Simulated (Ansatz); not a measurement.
# H4OSeSn: how energies converge with the basis set

How large a basis does H4OSeSn need? Two functionals are run in growing sets.

Computed with Ansatz 0.2.0, Gaussian basis. Level: one geometry, several basis sets.

Plan: PBE0-D4/def2-SVP; ωB97M-V/def2-SVP; PBE0-D4/def2-QZVPP; ωB97M-V/def2-QZVPP; the functionals' def2-TZVPP values are taken from earlier runs.

## 1. Structure used throughout

All runs share one geometry, relaxed beforehand with PBE0-D4 in a triple-zeta def2 set. Sn takes the def2 core potential; no spin-orbit term is included.

SMILES `[OH][SnH2][SeH]`, 7 atoms, charge 0, spin multiplicity 1.

Atoms are counted from 1 here; the program's logs count them from 0.

Bond lengths: O1–Sn2 1.964 Å, O1–H4 0.960 Å, Sn2–Se3 2.526 Å, Sn2–H5 1.706 Å, Sn2–H6 1.698 Å, Se3–H7 1.469 Å. Angles: Sn2–O1–H4 112.5°, O1–Sn2–Se3 108.8°, O1–Sn2–H5 110.0°, O1–Sn2–H6 103.1°, Se3–Sn2–H5 106.2°, Se3–Sn2–H6 113.0°, H5–Sn2–H6 115.7°, Sn2–Se3–H7 91.6°.

As a file:

```xyz
7
charge 0, multiplicity 1
O    -1.67615   -0.43101   -0.24994
Sn   -0.06599    0.66304    0.01184
Se    1.96876   -0.81673   -0.21180
H    -1.58393   -1.05419   -0.97483
H     0.05396    1.82837   -1.22792
H    -0.26948    1.27766    1.58183
H     1.63403   -1.53503    1.02513
```

## 2. PBE0-D4 in def2-SVP

Contents of in.yaml:

```yaml
crystal:
  periodic: [false, false, false]
  atoms:
    - {symbol: O, position_ang: [-1.676148, -0.431007, -0.249940]}
    - {symbol: Sn, position_ang: [-0.065995, 0.663040, 0.011836]}
    - {symbol: Se, position_ang: [1.968760, -0.816733, -0.211804]}
    - {symbol: H, position_ang: [-1.583928, -1.054189, -0.974829]}
    - {symbol: H, position_ang: [0.053963, 1.828369, -1.227922]}
    - {symbol: H, position_ang: [-0.269478, 1.277656, 1.581833]}
    - {symbol: H, position_ang: [1.634027, -1.535035, 1.025125]}
basis:
  gaussian: {orbitals: def2-SVP}
hamiltonian: {xc: pbe0, dispersion: d4}
output: {orbitals: {seedname: orbitals}}
```

On the command line:

```console
$ ansatz run in.yaml --threads 2 --pin off --events-out ev --progress --plain --max-ram 4352MiB
```

Further steps of the session: ωB97M-V in def2-SVP; PBE0-D4 in def2-QZVPP; ωB97M-V in def2-QZVPP.

Before running them: what should the planned runs give, taken together? Wanted: PBE0-D4: double and triple zeta above quadruple; ωB97M-V: double and triple zeta above quadruple.

As calculated:

| quantity | value |
| --- | --- |
| PBE0-D4: double and triple zeta above quadruple | 12.68, 1.57 eV |
| ωB97M-V: double and triple zeta above quadruple | 12.71, 1.53 eV |

**Reading.** PBE0-D4 gains 11.11 eV from double to triple zeta, then 1.57 eV more. These are total energies; as a rule much of such shifts cancels in differences, which this series doesn't test. The LUMO of ωB97M-V is positive and keeps falling with the basis (1.44 to 0.69 eV): an unbound level that the basis holds in place.
